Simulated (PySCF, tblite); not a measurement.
**C₄H₃BF₃N: geometry, infrared bands and NMR shifts**

What infrared bands and NMR shifts should C₄H₃BF₃N (`C=N[C@H]1C(F)=C1B(F)F`) show?

Programs: tblite 0.8.0 and PySCF 2.14.0, with density-fitted response routines of our own. Each step states its level of theory. These are calculated values for one molecule in the gas phase, unless marked as measured. Atoms are numbered from 0 throughout.

## Step 1: The molecule as given

12 atoms, charge 0, multiplicity 1; geometry from: force field or distance geometry start.

Bonds of the start (Å): C0–N1 1.30, N1–C2 1.43, C2–C3 1.50, C3–F4 1.36, C3–C5 1.34, C5–B6 1.57, B6–F7 1.43, B6–F8 1.43, C5–C2 1.50, C0–H9 1.07, C0–H10 1.08, C2–H11 1.09.

## Step 2: Geometry optimisation with GFN2-xTB

Job settings and geometry (Å):

```
{"job": {"kind": "relax", "xc": "GFN2-xTB", "basis": "xTB"}, "charge": 0, "multiplicity": 1}
C      2.375900    -0.383500    -0.733600
N      1.139100     0.002600    -0.769300
C      0.390800    -0.124200     0.438600
C     -0.350500     1.094600     0.896700
F     -0.237000     2.284600     1.550800
C     -1.072000     0.153000     0.277600
B     -2.526100    -0.196400    -0.202700
F     -3.052900    -1.493200     0.088600
F     -3.037500     0.536600    -1.315100
H      2.793700    -0.774700     0.167900
H      2.921400    -0.279600    -1.662500
H      0.656200    -0.820600     1.237000
```

Run with:

```console
$ OMP_NUM_THREADS=1 python probes_run.py task.json out
```

One launch serves the whole session: the jobs run in the order shown.

**Question.** This job is followed by: GFN2-xTB harmonic vibrations, gas phase; GIAO PBE0/pcSseg-1 NMR shielding, non-relativistic, gas phase. Predict these results of the whole session: strongest single infrared mode (GFN2-xTB); zero-point energy (GFN2-xTB); ¹³C shifts against TMS (PBE0/pcSseg-1); ¹H shifts against TMS (PBE0/pcSseg-1); ¹⁵N shifts against NH3 (PBE0/pcSseg-1); ¹⁹F shifts against CFCl3 (PBE0/pcSseg-1, means over atoms taken as alike); ¹¹B shifts against BF3·OEt2 (PBE0/pcSseg-1).

**Answer**, as computed:

```
                                                                 quantity                         value
                                strongest single infrared mode (GFN2-xTB)         1922 cm⁻¹, 511 km/mol
                                             zero-point energy (GFN2-xTB)                 42.8 kcal/mol
                                   ¹³C shifts against TMS (PBE0/pcSseg-1)  183.5, 156.5, 87.1, 59.5 ppm
                                    ¹H shifts against TMS (PBE0/pcSseg-1)          8.05, 7.35, 4.15 ppm
                                   ¹⁵N shifts against NH3 (PBE0/pcSseg-1)                     414.0 ppm
¹⁹F shifts against CFCl3 (PBE0/pcSseg-1, means over atoms taken as alike)              -79.5, -92.9 ppm
                              ¹¹B shifts against BF3·OEt2 (PBE0/pcSseg-1)                      18.1 ppm
```

Relaxing lowered the energy by 1.051 eV in 96 steps; the close pair that moved most is B6–F7, from 1.430 to 1.315 Å. All 30 modes are real, so the xTB geometry is a minimum. The strongest single mode, at 1922 cm⁻¹, moves mainly C3 and C5. Unscaled tight-binding wavenumbers are off by several per cent, some by more. Its intensities can rank the bands wrongly. At PBE0/pcSseg-1: The widest tensor belongs to N1: span 726 ppm, with a paramagnetic part of -473 ppm.
